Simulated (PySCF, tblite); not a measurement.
# C₄H₁₃OPSi₃: geometry, infrared bands and NMR shifts

Aim: predict the infrared bands and NMR shifts of C₄H₁₃OPSi₃ (`C=C(C=O)[Si@@H]([SiH2]C)[SiH2]P`).

The runs use tblite 0.8.0 and PySCF 2.14.0, with density-fitted response routines of our own; the level of theory stands in each step. All values are computed, except where a source is named. Atoms count from 0, in the outputs and in this text.

**1. Starting geometry**

22 atoms, charge 0, multiplicity 1; geometry from: force field or distance geometry start.

Bonds of the start (Å): C0–C1 1.35, C1–C2 1.47, C2–O3 1.23, C1–Si4 1.85, Si4–Si5 2.31, Si5–C6 1.84, Si4–Si7 2.30, Si7–P8 2.22, C0–H9 1.09, C0–H10 1.09, C2–H11 1.10, Si4–H12 1.49, Si5–H13 1.48, Si5–H14 1.48, C6–H15 1.11, C6–H16 1.09, C6–H17 1.10, Si7–H18 1.49, Si7–H19 1.48, P8–H20 1.40, P8–H21 1.42.

**2. Geometry optimisation with GFN2-xTB**

Job settings and geometry (Å):

```
{"job": {"kind": "relax", "xc": "GFN2-xTB", "basis": "xTB"}, "charge": 0, "multiplicity": 1}
C      0.727700     2.700600     1.095200
C      0.340000     1.821100     0.148500
C      0.122100     2.338300    -1.211400
O     -0.201600     1.636100    -2.167800
Si     0.105100     0.018900     0.476800
Si    -2.114900    -0.565900     0.240700
C     -2.344600    -2.318600     0.761600
Si     1.292700    -1.291000    -0.987900
P      3.383900    -0.575200    -1.213300
H      0.907000     2.402800     2.129100
H      0.850200     3.758900     0.880000
H      0.241900     3.427100    -1.340900
H      0.533900    -0.270900     1.879200
H     -2.928400     0.317100     1.111400
H     -2.588900    -0.380700    -1.149900
H     -2.021000    -2.479200     1.810100
H     -3.399500    -2.603100     0.710400
H     -1.785200    -3.016400     0.126900
H      1.351100    -2.682900    -0.464000
H      0.690500    -1.354700    -2.340900
H      3.740100    -1.410100    -2.284300
H      3.087700     0.547200    -2.031900
```

Run with:

```
OMP_NUM_THREADS=1 python probes_run.py task.json out
```

One launch serves the whole session: the jobs run in the order shown.

**Question.** This job is followed by: GFN2-xTB harmonic vibrations, gas phase; GIAO PBE0/pcSseg-1 NMR shielding, non-relativistic, gas phase. Predict these results of the whole session: strongest single infrared mode (GFN2-xTB); zero-point energy (GFN2-xTB); 13C shifts against TMS (PBE0/pcSseg-1); 1H shifts against TMS (PBE0/pcSseg-1, means over atoms taken as alike); 17O shifts against H2O (PBE0/pcSseg-1); 29Si shifts against TMS (PBE0/pcSseg-1); 31P shifts against H3PO4 (PBE0/pcSseg-1).

As calculated:

| quantity | value |
| --- | --- |
| strongest single infrared mode (GFN2-xTB) | 560 cm⁻¹, 398 km/mol |
| zero-point energy (GFN2-xTB) | 91.3 kcal/mol |
| 13C shifts against TMS (PBE0/pcSseg-1) | 204.8, 158.0, 156.5, -8.5 ppm |
| 1H shifts against TMS (PBE0/pcSseg-1, means over atoms taken as alike) | 9.61, 7.40, 7.07, 4.46, 4.04, 4.01, 4.00, 4.00, 1.11, 0.17 ppm |
| 17O shifts against H2O (PBE0/pcSseg-1) | 670.7 ppm |
| 29Si shifts against TMS (PBE0/pcSseg-1) | -68.9, -77.1, -88.7 ppm |
| 31P shifts against H3PO4 (PBE0/pcSseg-1) | -296.6 ppm |

In words: The optimisation took 170 steps and gained 0.339 eV; among the close pairs (by a distance rule), Si5–C6 changed most, from 1.843 to 1.901 Å. The lowest mode is slightly imaginary (6i cm⁻¹), a soft motion within the noise of the Hessian, so the minimum is not strictly shown. The strongest single mode, at 560 cm⁻¹, is carried by H12, H18, H13. GFN2-xTB is a fitted tight-binding method: band positions and strengths are rough. Its intensities can rank the bands wrongly. The most deshielded carbon is C2 (aldehyde carbonyl carbon), at 204.8 ppm: low-lying n→π* states of the double bond to the heteroatom give a large paramagnetic term (-264 ppm). H11 (hydrogen on an aldehyde carbonyl carbon) lies farthest downfield among hydrogen, at 9.61 ppm; the formyl region, downfield of aromatic protons. At PBE0/pcSseg-1: Shielding is most anisotropic at O3 (span 1249 ppm, paramagnetic term -741 ppm).
